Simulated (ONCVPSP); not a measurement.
# Zirconium: generating and testing an ONCV potential

Do these settings give a usable potential? It is generated, then checked for transferability, scattering, ghosts and hardness.

The numbers are computed with ONCVPSP 4.0.1 (LDA (Perdew-Wang 92), scalar-relativistic, spin-unpolarised reference atom).

## (1) The design

The settings as typed:

| Quantity | Value |
| --- | --- |
| element | zirconium (Zr, Z = 40) |
| type | optimised norm-conserving Vanderbilt (ONCV) |
| frozen core | [Ar] 3d10 |
| valence charge | 12 |
| reference configuration | 4s2 4p6 4d2 5s0.5 (charge +1.5) |
| partial waves | 4s+5s: rc 1.70 bohr, ncon 4, nbas 7, qcut 5.4 1/bohr, 3 projectors, debl 0.6 Ha; 4p: rc 1.60 bohr, ncon 4, nbas 7, qcut 7.4 1/bohr, 3 projectors, debl 2.9 Ha; 4d: rc 2.15 bohr, ncon 5, nbas 10, qcut 8.8 1/bohr, 1 projector |
| local potential | polynomial inside 1.05 bohr (lpopt 1, dvloc0 -1 Ha) |
| core correction | polynomial model core, fcfact 0.25 |

## (2) Generating the potential

Zr.dat reads:

```
# ATOM AND REFERENCE CONFIGURATION
# atsym  z   nc   nv     iexc    psfile
  Zr 40.00    6    4  -001012      upf
#
#   n    l    f
    1    0    2.00
    2    0    2.00
    2    1    6.00
    3    0    2.00
    3    1    6.00
    3    2   10.00
    4    0    2.00
    4    1    6.00
    4    2    2.00
    5    0    0.50
#
# PSEUDOPOTENTIAL AND OPTIMIZATION
# lmax
    2
#
#   l,   rc,      ep,       ncon, nbas, qcut
    0    1.70    0.00    4    7    5.40
    1    1.60    0.00    4    7    7.40
    2    2.15    0.00    5   10    8.80
#
# LOCAL POTENTIAL
# lloc, lpopt,  rc(5),   dvloc0
    4    1    1.05   -1.00
#
# VANDERBILT-KLEINMAN-BYLANDER PROJECTORs
# l, nproj, debl
    0    3    0.60
    1    3    2.90
    2    1    2.50
#
# MODEL CORE CHARGE
# icmod, fcfact, rcfact
    1    0.25    0.00
#
# LOG DERIVATIVE ANALYSIS
# epsh1, epsh2, depsh
   -4.00    5.00    0.02
#
# OUTPUT GRID
# rlmax, drl
    6.00    0.01
#
# TEST CONFIGURATIONS
# ncnf
    4
# nvcnf
#   n    l    f
    4
    4    0    2.00
    4    1    6.00
    4    2    2.00
    5    0    2.00
#
    4
    4    0    2.00
    4    1    6.00
    4    2    2.00
    5    0    1.00
#
    4
    4    0    2.00
    4    1    6.00
    4    2    2.00
    5    0    0.00
#
    4
    4    0    1.00
    4    1    6.00
    4    2    2.00
    5    0    2.00
#
```

Command:

```
$ oncvpsp.x < Zr.dat > Zr.out
```

Q: Predict the outcome of this session. Wanted: cutoffs for 1 and 0.1 mHa per electron, occupied waves; bound ghosts; GHOST(+) flags; largest test error; largest phase difference near zero energy, channels read; rms error of d²Exc/dn², without and with the model core.

As calculated:

| quantity | value |
| --- | --- |
| cutoffs for 1 and 0.1 mHa per electron, occupied waves | 20 Ha and 39 Ha |
| bound ghosts | s at -3415.47 eV |
| GHOST(+) flags | s at 384 eV |
| largest test error (AE − PS) | -95 meV, for 4s1 4p6 4d2 5s2 |
| largest phase difference near zero energy, channels read | 0.002 rad |
| rms error of d²Exc/dn², without and with the model core | 3.49 and 0.57 mHa |

What this shows: It has a bound ghost (s), a state that the atom doesn't have, and that rules the file out. By total energies transferability is fair: the largest error is 95 meV on 47.4 eV, for 4s1 4p6 4d2 5s2. That test lies far up in energy; among those under 40 eV, nearer to bonding, the largest error is 1.2 meV. It counts as of middling hardness, with 20 Ha needed at the looser tolerance. At the looser tolerance the 4p wave is the slowest; 4d needs 16 Ha. Near zero energy the phases of the channels with partial waves agree within 0.002 rad. The program also flags highly localised states, GHOST(+) (s). All of this concerns the isolated atom, not yet a solid.
